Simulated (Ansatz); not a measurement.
# SnH3O (SMILES [OH][SnH2]): levels of theory compared

Aim: a comparison of 6 runs (UB2PLYP/STO-3G, UBLYP/STO-3G, RPA@PBE/STO-3G, UMP2/STO-3G, UCCSD/STO-3G, UCCSD(T)/STO-3G) of SnH3O. 

Program for the calculation: Ansatz 0.2.0.

58 further runs of the same task are left out: 7 that didn't finish, 51 set aside as unsound or not needed.

### 1 Starting point

SnH3O has 5 atoms, charge 0, and is taken as a doublet. As SMILES, `[OH][SnH2]`. The H5–Sn2 distance was set to 2.583 Å, away from the relaxed value. At this shape a bond of the SMILES string is far longer than usual.

Bond lengths: O1–Sn2 1.976 Å, O1–H3 0.960 Å, Sn2–H4 1.735 Å. Angles: O1–Sn2–H4 106.9°, Sn2–O1–H3 113.3°.

### 2 The energy at UB2PLYP/STO-3G (run 1)

molecule.yaml reads:

```yaml
crystal:
  periodic: [false, false, false]
  atoms:
    - symbol: O
      position_ang: [0.521503, -1.538686, 0.621604]
    - symbol: Sn
      position_ang: [-0.081397, -0.496986, -0.945796]
    - symbol: H
      position_ang: [0.182703, -2.437086, 0.632904]
    - symbol: H
      position_ang: [-1.792697, -0.744486, -1.086196]
    - symbol: H
      position_ang: [0.476300, 1.920400, -0.224900]
basis:
  gaussian:
    orbitals: STO-3G
hamiltonian:
  xc: {name: B2PLYP}
correlation:
  frozen_orbitals: {H: 0, O: 1, Sn: 18}
magnetization:
  spin_polarized: true
  initial_magnetization: 1
accuracy: high
```

Started as:

```bash
$ ansatz run molecule.yaml --threads 1 --pin off --max-ram 2610MiB --events-out events.jsonl --progress --plain --runs-dir runs
```

Output:

```text
Warning: RAYON_NUM_THREADS=1 ignored (pool sized by the plan → 1); use --threads N
Functional definition: B2PLYP
  name "B2PLYP"
  parameter a = 0.53
  parameter c = 0.27
  exchange = (1 - a)*b88_x + a*exact_x
  correlation = (1 - c)*lyp_c + c*(mp2_os + mp2_ss)
638 factors; integrals over basis functions are off by at most 4.8e-9 eV
mean field evaluation 1: about -164367.9024 eV, gradient 1.6e1 eV
mean field evaluation 2: about -164367.9045 eV, gradient 1.6e1 eV
mean field evaluation 4: about -164370.6474 eV, gradient 2.1e0 eV
mean field evaluation 8: about -164370.9137 eV, gradient 1.2e-1 eV
mean field evaluation 16: about -164370.9109 eV, gradient 2.4e-4 eV
mean field -164370.91093405 eV, -6040.5195622214 hartree, gradient 4.6e-8 eV, S^2 0.953456; 0 other end points of the search recorded, 0 dependent functions left out
19 core orbitals not correlated: weight in the atoms' cores, before any rotation towards them, 1.000 or more for the frozen orbitals, at most 0.000 for the correlated occupied ones
reference -164370.91095262 eV, -6040.5195629036 hartree; 12, 11 occupied and 4, 5 virtual orbitals, 638 factors
second order -2.73048207 eV of doubles, -0.00000000 eV of singles
Total energy: -164371.64818277 eV, -6040.5466556122 hartree
```

Wall time 3.9 s (1 thread of Arm Neoverse V2, shared host); peak memory 0.17 GiB.

### 3 A single-point energy at UBLYP/STO-3G (run 2)

input.yaml reads:

```yaml
crystal:
  periodic: [false, false, false]
  atoms:
    - {symbol: O, position_ang: [0.521503, -1.538686, 0.621604]}
    - {symbol: Sn, position_ang: [-0.081397, -0.496986, -0.945796]}
    - {symbol: H, position_ang: [0.182703, -2.437086, 0.632904]}
    - {symbol: H, position_ang: [-1.792697, -0.744486, -1.086196]}
    - {symbol: H, position_ang: [0.476300, 1.920400, -0.224900]}
basis:
  gaussian: {orbitals: STO-3G}
hamiltonian: {xc: {name: BLYP}}
magnetization: {spin_polarized: true, initial_magnetization: 1}
accuracy: high
```

Started as:

```bash
$ ansatz run input.yaml --threads 1 --pin off --max-ram 2610MiB --events-out events.jsonl --progress --plain --runs-dir runs
```

Output:

```text
Warning: RAYON_NUM_THREADS=1 ignored (pool sized by the plan → 1); use --threads N
Functional definition: BLYP
  name "BLYP"
  parameter beta = 0.0042
  parameter a = 0.04918
  parameter b = 0.132
  parameter c = 0.2533
  parameter d = 0.349
  exchange = b88_x(beta = beta)
  correlation = lyp_c(a = a, b = b, c = c, d = d)
638 factors; integrals over basis functions are off by at most 4.8e-9 eV
mean field evaluation 1: about -164379.9113 eV, gradient 1.7e1 eV
mean field evaluation 2: about -164359.5682 eV, gradient 4.8e1 eV
mean field evaluation 4: about -164382.9741 eV, gradient 5.0e0 eV
mean field evaluation 8: about -164383.2588 eV, gradient 2.6e-1 eV
mean field evaluation 16: about -164383.2623 eV, gradient 4.1e-5 eV
mean field -164383.26233326 eV, -6040.9734677700 hartree, gradient 9.4e-8 eV, S^2 0.782806; 0 other end points of the search recorded, 0 dependent functions left out
reference -164383.26237267 eV, -6040.9734692183 hartree; 31, 30 occupied and 4, 5 virtual orbitals, 638 factors
Total energy: -164383.26237267 eV, -6040.9734692183 hartree
```

Run time: 2.8 s. Hardware: 1 thread of Arm Neoverse V2, shared host; peak memory 0.14 GiB.

Runs 3 to 5 aren't shown in full; the table further down has their settings and results.

### 4 The energy at UCCSD(T)/STO-3G (run 6)

in.yaml reads:

```yaml
crystal:
  periodic: [false, false, false]
  atoms:
    - symbol: O
      position_ang: [0.521503, -1.538686, 0.621604]
    - symbol: Sn
      position_ang: [-0.081397, -0.496986, -0.945796]
    - symbol: H
      position_ang: [0.182703, -2.437086, 0.632904]
    - symbol: H
      position_ang: [-1.792697, -0.744486, -1.086196]
    - symbol: H
      position_ang: [0.476300, 1.920400, -0.224900]
basis:
  gaussian:
    orbitals: STO-3G
magnetization:
  spin_polarized: true
  initial_magnetization: 1
correlation:
  method: ccsd_t
  frozen_orbitals: {H: 0, O: 1, Sn: 18}
accuracy: high
scf:
  omitted_lower_state_checks: [cluster_reference, increment]
```

Started as:

```bash
$ ansatz run in.yaml --threads 1 --pin off --max-ram 2610MiB --events-out events.jsonl --progress --plain --runs-dir runs
```

Output, shortened:

```text
Warning: RAYON_NUM_THREADS=1 ignored (pool sized by the plan → 1); use --threads N
Functional definition: HF
  name "HF"
[...]
638 factors; integrals over basis functions are off by at most 4.8e-9 eV
[...]
mean field -164322.11682805 eV, -6038.7264118997 hartree, gradient 3.2e-8 eV, S^2 1.106411; 2 other end points of the search recorded, 0 dependent functions left out
19 core orbitals not correlated: weight in the atoms' cores, before any rotation towards them, 1.000 or more for the frozen orbitals, at most 0.000 for the correlated occupied ones
reference -164322.11682805 eV, -6038.7264118997 hartree; 12, 11 occupied and 4, 5 virtual orbitals, 638 factors
second order -1.70636766 eV of doubles, -0.00000000 eV of singles
cycle   1  -2.03379329 eV  change   -3.3e-1 eV  update   9.1e-2
[...]
cycle  36  -2.71740012 eV  change    2.1e-9 eV  update  8.6e-10
perturbative correction -0.09851873 eV, -0.0036204967 hartree
Total energy: -164324.93274691 eV, -6038.8298950090 hartree
Checks for a lower state left out: cluster_reference, increment
```

It took 1.2 s on 1 thread of Arm Neoverse V2, shared host; peak memory 0.11 GiB.

### 5 Overview of the runs

| run | level | frozen core orbitals | energy (Eh) | ⟨S²⟩ | wall time |
| --- | --- | --- | --- | --- | --- |
| 1 | UB2PLYP/STO-3G | 19 | -6040.546656 | 0.953 | 3.9 s |
| 2 | UBLYP/STO-3G | – | -6040.973469 | 0.783 | 2.8 s |
| 3 | RPA@PBE/STO-3G | 19 | -6038.882947 | 0.777 | 3.9 s |
| 4 | UMP2/STO-3G | 19 | -6038.789120 | 1.106 | 0.84 s |
| 5 | UCCSD/STO-3G | 19 | -6038.826275 | 1.106 | 1.2 s |
| 6 | UCCSD(T)/STO-3G | 19 | -6038.829895 | 1.106 | 1.2 s |

### 6 What came out

| quantity | value |
| --- | --- |
| run 6: total energy | -6038.82990 Eh |
| run 6: correlation energy (19 core orbitals frozen) | -103.5 mEh |
| run 6: (T) correction | -3.62 mEh |
| run 6: ⟨S²⟩ of the reference determinant | 1.106 |
| run 6: T1 diagnostic | 0.045 |

**Reading.** Totals of different functionals can't be ranked against each other. In runs 1, 2, 3, 4, 5, 6 the basis is minimal, so the values are rough. In runs 1, 2, 3, 4, 5, 6 relativity is left out where basis or elements ask for it. Spin contamination of the reference: run 4 ⟨S²⟩ = 1.11, run 5 ⟨S²⟩ = 1.11, run 6 ⟨S²⟩ = 1.11, run 1 ⟨S²⟩ = 0.95. All runs together took 14 s, the longest 3.9 s.
